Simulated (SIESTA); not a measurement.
MnO3, 8 atoms in the cell. The typed cell holds 8 atoms: a = 4.973 Å, b = 4.973 Å, c = 4.973 Å, α = 110.22°, β = 101.75°, γ = 116.79°. The cell comes from a database or a generator and needn't be the stable form of this composition. The cell isn't the ideal one: atoms moved at random, drawn with an rms of 0.05 Å.

```yaml
Program: SIESTA 5.4.2
Task: single point
Functional: PBE
Potentials_or_basis: PseudoDojo 0.4 standard (PBE files)
Basis: DZP (energy shift 0.003 Ry; two zetas on semicore shells)
Grid_cutoff: 800 Ry
Energy_shift: 0.003 Ry
k_mesh: 7 × 7 × 7
Occupations: fermi-dirac, width 0.05 eV
Spin: collinear spin, ferromagnetic start
Starting_moments: "[4.0, 4.0, 0.0, 0.0, 0.0, 0.0, 0.0, 0.0] μB"
```

Potentials or basis: PseudoDojo 0.4 standard (PBE files), DZP (energy shift 0.003 Ry; two zetas on semicore shells).

Command:

```console
$ siesta < MnO3.fdf > MnO3.out 2>&1
```

Hardware: 1 thread of Arm Neoverse V2, on a shared host.

Q: How long does it take, and how much memory?

A: Run time: 3.5 min on 1 thread of Arm Neoverse V2, with other jobs on the host, peak memory 0.4 GiB. Counts: scf iterations 23, k points 172, bands 124.
